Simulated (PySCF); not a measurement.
# Cl₂HOSi−, an adduct: interaction energy

An exercise on one series of results from a longer session: the logs are not shown, and one member is left open.

Programs: PySCF 2.14.0. All values are calculated, for the isolated system unless a continuum is named. Atoms count from 0, parts from 1.

## Starting point

5 atoms, charge -1, multiplicity 1; geometry: GFN2-xTB. Parts: 1 = atoms 0–2, `Cl[Si]Cl`, charge 0; 2 = atoms 3–4, `[OH-]`, charge -1. In the given geometry Si1 and O3 of different parts are bonded (1.65 Å), so values for the parts refer to these atom groups.

Set-up of the first run:

Job settings and geometry (Å):

```
{"job": {"xc": "PBE0", "basis": "def2-SVPD", "d3": "d3bj", "grid": 2, "kind": "geom", "shake": 0.01}, "charge": -1, "multiplicity": 1, "parts": [{"atoms": "0-2", "charge": 0, "multiplicity": 1}, {"atoms": "3-4", "charge": -1, "multiplicity": 1}]}
Cl     0.556625    -1.205994    -1.437121
Si     1.320068     0.545749    -0.201703
Cl    -0.731663     1.381716     0.360002
O      1.689808     1.584065    -1.435408
H      0.971976     1.713078    -2.105172
```

The run is started by

```
$ OMP_NUM_THREADS=1 python cluster_run.py task.json out
```

The driver reads the jobs from task.json and runs them one after another.

Steps of the session up to this table: Relaxing the molecule at PBE0-D3(BJ)/def2-SVPD; Coupled-cluster interaction energy: CCSD(T) and MP2.

One of the session's tables, all rows but one given; the rest of the session is left out.

It belongs to the step «Coupled-cluster interaction energy: CCSD(T) and MP2». 

| method | interaction energy (kcal/mol) |
| --- | --- |
| HF/aug-cc-pVDZ | -114.00 |
| MP2/aug-cc-pVDZ | -102.50 |
| CCSD/aug-cc-pVDZ | ? |
| CCSD(T)/aug-cc-pVDZ | -100.91 |
| HF/aug-cc-pVTZ | -119.52 |
| MP2/aug-cc-pVTZ | -111.31 |
| SCS-MP2/aug-cc-pVTZ | -109.71 |
| MP2, extrapolated | -112.70 |
| CCSD(T), limit estimate | -111.11 |

Estimate the missing values for CCSD/aug-cc-pVDZ.

As computed: interaction energy (kcal/mol): -103.06. In the column «interaction energy (kcal/mol)» it lies between SCS-MP2/aug-cc-pVTZ (-109.71) and MP2/aug-cc-pVDZ (-102.50).

At this geometry Si1 and O3 of different parts are bonded (1.72 Å), so this energy is that of a chemical bond rather than of a weak contact.

To keep in mind: The interaction energy leaves out the deformation of the parts, 10.91 kcal/mol at MP2. So large a deformation means that a part is far from its own minimum, so a sum across the two methods would be rough.
